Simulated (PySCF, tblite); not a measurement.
# C6H12B radical: geometry, infrared bands and EPR parameters

Aim: predict the infrared bands and EPR parameters of C6H12B radical (`[CH2]C1CCBCC1`).

Programs: tblite 0.8.0 and PySCF 2.14.0, with density-fitted response routines of our own. Each step states its level of theory. These are calculated values for one molecule in the gas phase, unless marked as measured. Atoms count from 0, in the outputs and in this text.

## Step 1: The starting structure

19 atoms, charge 0, multiplicity 2; geometry from: force field or distance geometry start.

Bonds of the start (Å): C0–C1 1.48, C1–C2 1.50, C2–C3 1.49, C3–B4 1.59, B4–C5 1.59, C5–C6 1.49, C6–C1 1.48, C0–H7 1.07, C0–H8 1.07, C1–H9 1.11, C2–H10 1.11, C2–H11 1.12, C3–H12 1.10, C3–H13 1.11, B4–H14 1.20, C5–H15 1.11, C5–H16 1.12, C6–H17 1.12, C6–H18 1.12.

## Step 2: Geometry optimisation with GFN2-xTB

What the job is given:

```
{"job": {"kind": "relax", "xc": "GFN2-xTB", "basis": "xTB"}, "charge": 0, "multiplicity": 2}
C     -1.154300    -1.971500     0.016400
C     -0.549000    -0.696000    -0.422100
C      0.935800    -0.880600    -0.402300
C      1.758700     0.334300    -0.139800
B      0.897300     1.598400    -0.556300
C     -0.443800     1.732200     0.292800
C     -1.125600     0.410800     0.376100
H     -0.529100    -2.799200     0.275800
H     -2.223400    -2.068600     0.041900
H     -0.846500    -0.532900    -1.475300
H      1.271800    -1.692600     0.277700
H      1.217600    -1.231100    -1.427200
H      2.711100     0.365300    -0.695200
H      1.945500     0.451100     0.951200
H      0.817500     1.791600    -1.736000
H     -1.093600     2.523100    -0.125800
H     -0.176700     2.044900     1.337100
H     -1.260500     0.046100     1.427000
H     -2.162700     0.584000    -0.008400
```

The run is started by

```
OMP_NUM_THREADS=1 python probes_run.py task.json out
```

One launch serves the whole session: the jobs run in the order shown.

Output:

```text
step      E/eV     max force
  0    -546.07245    2.921
  1    -546.45354    1.479
  2    -546.54333    0.933
  3    -546.60844    0.511
  4    -546.64153    0.472
  5    -546.66547    0.312
  6    -546.67764    0.317
  7    -546.68732    0.248
  8    -546.69638    0.277
  9    -546.70611    0.267
 10    -546.71467    0.188
 11    -546.72281    0.222
 12    -546.73258    0.257
 13    -546.74617    0.343
 14    -546.76292    0.376
 15    -546.77957    0.288
 16    -546.79422    0.307
 17    -546.80627    0.287
 18    -546.81616    0.252
 19    -546.82490    0.204
 20    -546.83302    0.206
 21    -546.84209    0.240
 22    -546.85392    0.232
 23    -546.86910    0.267
 24    -546.88591    0.253
 25    -546.90068    0.336
 26    -546.90493    0.485
 27    -546.92498    0.339
 28    -546.93979    0.306
 29    -546.96753    0.288
 30    -546.98380    0.365
 31    -547.00003    0.312
 32    -547.01676    0.239
 33    -547.02770    0.221
 34    -547.03452    0.232
 35    -547.04166    0.202
 36    -547.04909    0.181
 37    -547.05519    0.140
 38    -547.05866    0.127
 39    -547.06177    0.113
 40    -547.06481    0.144
 41    -547.06765    0.165
 42    -547.06995    0.146
 43    -547.07161    0.085
 44    -547.07297    0.093
 45    -547.07431    0.109
 46    -547.07587    0.144
 47    -547.07757    0.136
 48    -547.07915    0.107
 49    -547.08030    0.088
 50    -547.08116    0.069
 51    -547.08195    0.073
 52    -547.08319    0.093
 53    -547.08452    0.099
 54    -547.08565    0.080
 55    -547.08647    0.066
 56    -547.08735    0.077
 57    -547.08862    0.099
 58    -547.09037    0.114
 59    -547.09226    0.109
 60    -547.09392    0.084
 61    -547.09537    0.082
 62    -547.09697    0.098
 63    -547.09853    0.105
 64    -547.09977    0.110
 65    -547.10064    0.102
 66    -547.10160    0.075
 67    -547.10264    0.097
 68    -547.10396    0.081
 69    -547.10483    0.057
 70    -547.10539    0.054
 71    -547.10587    0.049
 72    -547.10641    0.071
 73    -547.10705    0.069
 74    -547.10764    0.068
 75    -547.10816    0.045
 76    -547.10857    0.042
 77    -547.10902    0.044
 78    -547.10945    0.048
 79    -547.11004    0.065
 80    -547.11082    0.090
 81    -547.11220    0.102
 82    -547.11363    0.225
 83    -547.11789    0.175
 84    -547.12422    0.260
 85    -547.13222    0.281
 86    -547.13721    0.328
 87    -547.14544    0.337
 88    -547.15318    0.212
 89    -547.16180    0.324
 90    -547.17075    0.170
 91    -547.18026    0.271
 92    -547.18570    0.143
 93    -547.18871    0.098
 94    -547.19061    0.113
 95    -547.19207    0.097
 96    -547.19358    0.120
 97    -547.19542    0.079
 98    -547.19763    0.074
 99    -547.19858    0.080
100    -547.19956    0.055
101    -547.20016    0.056
102    -547.20069    0.058
103    -547.20123    0.055
104    -547.20190    0.071
105    -547.20262    0.057
106    -547.20329    0.047
107    -547.20377    0.047
108    -547.20409    0.044
109    -547.20434    0.038
110    -547.20458    0.038
111    -547.20483    0.033
112    -547.20505    0.029
113    -547.20521    0.029
114    -547.20534    0.026
115    -547.20543    0.019
116    -547.20552    0.028
117    -547.20560    0.023
118    -547.20566    0.018
119    -547.20569    0.014
120    -547.20572    0.014
121    -547.20573    0.013
122    -547.20576    0.012
123    -547.20579    0.016
124    -547.20583    0.018
125    -547.20588    0.016
126    -547.20594    0.015
127    -547.20598    0.011
128    -547.20601    0.013
129    -547.20603    0.015
130    -547.20606    0.015
131    -547.20608    0.011
132    -547.20610    0.011
133    -547.20611    0.007
```

It took 0.62 s on 1 thread of Arm Neoverse V2, shared host.

The steps of the relaxation: (not every step is listed)

| step | energy from step 0 (eV) | largest force (eV/Å) |
| --- | --- | --- |
| 0 | 0.0000 | 2.9210 |
| 1 | -0.3811 | 1.4786 |
| 2 | -0.4709 | 0.9329 |
| 3 | -0.5360 | 0.5114 |
| 4 | -0.5691 | 0.4718 |
| 5 | -0.5930 | 0.3116 |
| 6 | -0.6052 | 0.3173 |
| 7 | -0.6149 | 0.2482 |
| 8 | -0.6239 | 0.2769 |
| 20 | -0.7606 | 0.2056 |
| 32 | -0.9443 | 0.2394 |
| 44 | -1.0005 | 0.0926 |
| 56 | -1.0149 | 0.0768 |
| 68 | -1.0315 | 0.0814 |
| 80 | -1.0384 | 0.0896 |
| 92 | -1.1132 | 0.1434 |
| 104 | -1.1295 | 0.0713 |
| 116 | -1.1331 | 0.0282 |
| 128 | -1.1336 | 0.0128 |
| 129 | -1.1336 | 0.0154 |
| 130 | -1.1336 | 0.0146 |
| 131 | -1.1336 | 0.0112 |
| 132 | -1.1336 | 0.0112 |
| 133 | -1.1337 | 0.0070 |

Distances of close pairs at the start and the end, largest changes first:

| bond | before (Å) | after (Å) | change (Å) |
| --- | --- | --- | --- |
| C1–C6 | 1.481 | 1.551 | +0.070 |
| C5–C6 | 1.489 | 1.531 | +0.041 |
| C2–C3 | 1.491 | 1.532 | +0.041 |
| C1–C2 | 1.496 | 1.535 | +0.039 |
| C5–H16 | 1.122 | 1.093 | -0.029 |
| C6–H17 | 1.121 | 1.092 | -0.029 |
| C6–H18 | 1.120 | 1.093 | -0.027 |
| C2–H11 | 1.119 | 1.093 | -0.026 |

The next job starts from the end point, and lists it.

## Step 3: Vibrational analysis with GFN2-xTB

What the job is given:

```
{"job": {"kind": "ir", "xc": "GFN2-xTB", "basis": "xTB"}, "charge": 0, "multiplicity": 2}
C     -1.278370    -2.058634    -0.171356
C     -0.569190    -0.792296    -0.415808
C      0.939631    -0.938058    -0.173036
C      1.706106     0.329218    -0.563524
B      1.025140     1.680100    -0.142061
C     -0.514361     1.687668     0.172741
C     -1.117286     0.322627     0.513517
H     -0.996481    -2.682343     0.655264
H     -2.167984    -2.309289    -0.715475
H     -0.740900    -0.468012    -1.449255
H      1.103527    -1.150082     0.885845
H      1.313061    -1.793931    -0.741010
H      1.779613     0.368613    -1.657972
H      2.739140     0.246841    -0.216923
H      1.630498     2.684292    -0.166332
H     -0.998946     2.066583    -0.735870
H     -0.784795     2.401673     0.954829
H     -0.871981     0.059582     1.544334
H     -2.206226     0.354699     0.429795
```

Output:

```text
mode    cm-1     km/mol
  1      80.2      0.74
  2     117.9      2.27
  3     159.6      1.08
  4     211.3      2.19
  5     286.5      3.38
  6     399.7      1.37
  7     404.4      2.21
  8     439.5      4.71
  9     494.6     20.88
 10     517.6     11.41
 11     602.8      0.83
 12     676.5     28.75
 13     793.7     26.32
 14     833.2     57.24
 15     859.4      0.26
 16     870.8     63.97
 17     894.5      5.31
 18     936.4      5.14
 19     995.4     20.99
 20    1025.3     19.58
 21    1054.7      1.66
 22    1079.6      4.23
 23    1110.4      3.21
 24    1147.7      1.42
 25    1172.1     97.92
 26    1186.7     27.52
 27    1208.6     27.45
 28    1231.3      7.16
 29    1264.6      0.48
 30    1280.7      3.24
 31    1303.4     14.80
 32    1315.5      9.13
 33    1326.0     13.58
 34    1357.5      1.27
 35    1407.6      2.84
 36    1452.4     10.69
 37    1455.6      7.40
 38    1490.9      0.98
 39    1504.1      0.41
 40    2620.4    172.01
 41    2907.7      9.84
 42    2910.6     17.22
 43    2914.9     60.26
 44    2956.5     41.20
 45    2960.1     65.87
 46    2965.2     44.83
 47    2968.4     38.86
 48    2979.1     65.72
 49    2982.6     80.57
 50    3128.1     31.20
 51    3168.0     45.83
```

It took 0.43 s on 1 thread of Arm Neoverse V2, shared host.

The strongest bands and the atoms that carry them (share of the mass-weighted mode):

| cm⁻¹ | km/mol | atoms |
| --- | --- | --- |
| 833 | 57.2 | B4 31 % |
| 871 | 64.0 | C2 15 %, H8 10 % |
| 1172 | 97.9 | B4 33 %, H15 10 % |
| 2620 | 172.0 | H14 92 % |
| 2915 | 60.3 | H15 70 % |
| 2960 | 65.9 | H18 59 %, H11 20 % |
| 2979 | 65.7 | H10 55 %, H11 17 %, H13 11 % |
| 2983 | 80.6 | H17 68 %, H18 11 %, H10 11 % |

## Step 4: g tensor and hyperfine couplings: B3LYP/pcH-1

Settings changed since step 3:

```diff
@@ -1,2 +1,2 @@
-{"job": {"kind": "ir", "xc": "GFN2-xTB", "basis": "xTB"}, "charge": 0, "multiplicity": 2}
+{"job": {"kind": "epr", "basis": "pcH-1"}, "charge": 0, "multiplicity": 2}
 C     -1.278370    -2.058634    -0.171356
```

With the program's defaults for keys left out, this is: UKS B3LYP, pcH-1 on B C H, non-relativistic, mean-field spin-orbit, GIAO.

Output:

```text
UKS, coarse grid
  cycle   1  E = -260.60235923  |g| = 3.67e-01
  cycle   2  E = -260.57120397  |g| = 4.47e-01
  cycle   3  E = -260.67595015  |g| = 4.94e-02
  cycle   4  E = -260.67690018  |g| = 2.37e-02
  cycle   5  E = -260.67716998  |g| = 5.39e-03
  cycle   6  E = -260.67718617  |g| = 1.26e-03
  cycle   7  E = -260.67718723  |g| = 8.15e-04
UKS, final grid
  cycle   1  E = -260.67726038  |g| = 9.82e-04
  cycle   2  E = -260.67726009  |g| = 1.26e-03
  cycle   3  E = -260.67726086  |g| = 5.36e-05
  cycle   4  E = -260.67726086  |g| = 3.19e-05
  cycle   5  E = -260.67726086  |g| = 6.03e-06
E = -260.67726086 Eh   <S^2> = 0.7536 (exact 0.7500)
g shifts (ppm)      1          2          3
  rmc          -143       -143       -143
  gc              7         29         33
  oz_so         -38        459        555
  total        -174        344        445
hyperfine (MHz)  atom isotope    a_iso     a_fc   dipolar eigenvalues
    0   13C      93.20      93.20    -80.99    -80.29    161.28
    1   13C     -30.30     -30.30     -2.43      0.55      1.87
    2   13C      25.18      25.18     -2.57     -2.45      5.02
    3   13C       4.47       4.47     -0.63     -0.55      1.18
    4   11B      -0.45      -0.45     -0.40     -0.26      0.65
    5   13C      10.17      10.17     -1.66     -1.61      3.27
    6   13C      83.44      83.44     -6.14     -5.87     12.01
    7    1H     -62.07     -62.07    -39.26      0.07     39.19
    8    1H     -62.35     -62.35    -39.37      0.13     39.24
    9    1H      24.80      24.80     -5.19     -4.31      9.50
   10    1H      -2.12      -2.12     -3.11     -2.67      5.78
   11    1H      -2.01      -2.01     -5.04     -2.45      7.49
   12    1H       0.50       0.50     -1.19     -1.02      2.21
   13    1H       3.08       3.08     -0.92     -0.71      1.63
   14    1H      -0.09      -0.09     -0.58     -0.41      0.99
   15    1H      -0.76      -0.76     -1.71     -0.84      2.55
   16    1H       5.41       5.41     -1.56     -0.58      2.14
   17    1H      -4.08      -4.08     -5.35     -2.30      7.65
   18    1H      -2.36      -2.36     -6.37     -1.99      8.36
```

It took 60 s on 1 thread of Arm Neoverse V2, shared host; peak memory 1.1 GiB.

Principal g values 2.00214, 2.00266, 2.00276; g(iso) = 2.00252, against 2.00232 for a free electron.

Hyperfine couplings; where a row names several nuclei, a(iso) is their mean (it holds for fast rotation or exchange) and the dipolar term the largest among them:

| nuclei | isotope | a(iso) (MHz) | a(iso) (G, at g = 2.0023) | largest dipolar term (MHz) |
| --- | --- | --- | --- | --- |
| C0 | 13C | 93.2 | 33.3 | 161.3 |
| H7, H8 | 1H | -62.2 | -22.2 | -39.4 |
| C2, C6 | 13C | 54.3 | 19.4 | 12.0 |
| C1 | 13C | -30.3 | -10.8 | -2.4 |
| H9 | 1H | 24.8 | 8.8 | 9.5 |
| C3, C5 | 13C | 7.3 | 2.6 | 3.3 |
| H13, H16 | 1H | 4.2 | 1.5 | 2.1 |
| H10, H17 | 1H | -3.1 | -1.1 | 7.7 |
| H11, H18 | 1H | -2.2 | -0.8 | 8.4 |
| B4 | 11B | -0.4 | -0.2 | 0.7 |
| H12, H15 | 1H | -0.1 | 0.0 | 2.6 |
| H14 | 1H | -0.1 | 0.0 | 1.0 |

Mulliken spin populations:

C0 1.09; C1 -0.09; C2 0.01; C3 0.00; B4 0.00; C5 0.01; C6 0.05; H7 -0.05; H8 -0.05; H9 0.01; H10 0.00; H11 0.00; H12 0.00; H13 0.00; H14 0.00; H15 0.00; H16 0.00; H17 0.00; H18 0.00

In first order the couplings over 0.8 MHz of 1H give 162 distinct lines over 60.0 G, if the averaged nuclei exchange fast; the same motion can average rows kept apart here too.

The fields below are evaluated on a grid from the run's orbitals.

ELF in a plane through or near 9 of the atoms.

Ten even steps from '0' (0.00) to '9' (1.00):
```
0000000000000000000000000000
0000000000000000000000000000
0000000000000000000000000000
0000000002210005861000000000
0000000036641059995000000000
0000000036763279994000000000
0000000014316769960022100000
0002663226355824510355310000
0007999858976668735777520000
0029999936251155286246410000
0018999943561164286436300000
0004897548857668735776300000
0000110025268814501565310000
0000000036627769940133200000
0000000168862289991000000000
0000000168740089992000000000
0000000012200027840000000000
0000000000000001100000000000
0000000000000000000000000000
0000000000000000000000000000
```
The map spans 11.5 Å across and 9.5 Å up, centred on the molecule. Atoms in the plane (x, y in Å): C0 (2.4, -0.1), C2 (0.3, -1.3), C3 (-1.2, -1.3), B4 (-2.0, 0.1), C5 (-1.1, 1.4), C6 (0.4, 1.2), H11 (0.8, -2.2), H14 (-3.1, 0.1), H18 (0.9, 2.1).

On the surface of density 0.002 e/bohr³ the electrostatic potential runs, from the 1st to the 99th percentile, from -0.49 V near C0 to 1.11 V near B4.

The spin density lies nearest to C0 62 %; H7 13 %; H8 9 %.

## Step 5: Outcome

```
                                                                  quantity                  value
                                 strongest single infrared mode (GFN2-xTB)  2620 cm⁻¹, 172 km/mol
                                              zero-point energy (GFN2-xTB)         102.1 kcal/mol
                                                            g(iso) (B3LYP)                2.00252
                                                                      ⟨S²⟩     0.754 (exact 0.75)
                                        largest a(iso) (averaged by class)    13C on C0, 93.2 MHz
potential on the surface of density 0.002 e/bohr³, 1st and 99th percentile     -0.49 V and 1.11 V
```

The optimisation took 133 steps and gained 1.134 eV; among the close pairs (by a distance rule), C1–C6 changed most, from 1.481 to 1.551 Å. All 51 modes are real, so the xTB geometry is a minimum. The strongest single mode, at 2620 cm⁻¹, moves mainly H14. Unscaled tight-binding wavenumbers are off by several per cent, some by more. Its intensities can rank the bands wrongly. Most of the unpaired spin sits on C0 (1.09 e). The isotropic g lies 0.2 ppt above the free-electron value. The conformer search found further structures of the same energy, which may be mirror or relabelled copies of this one.
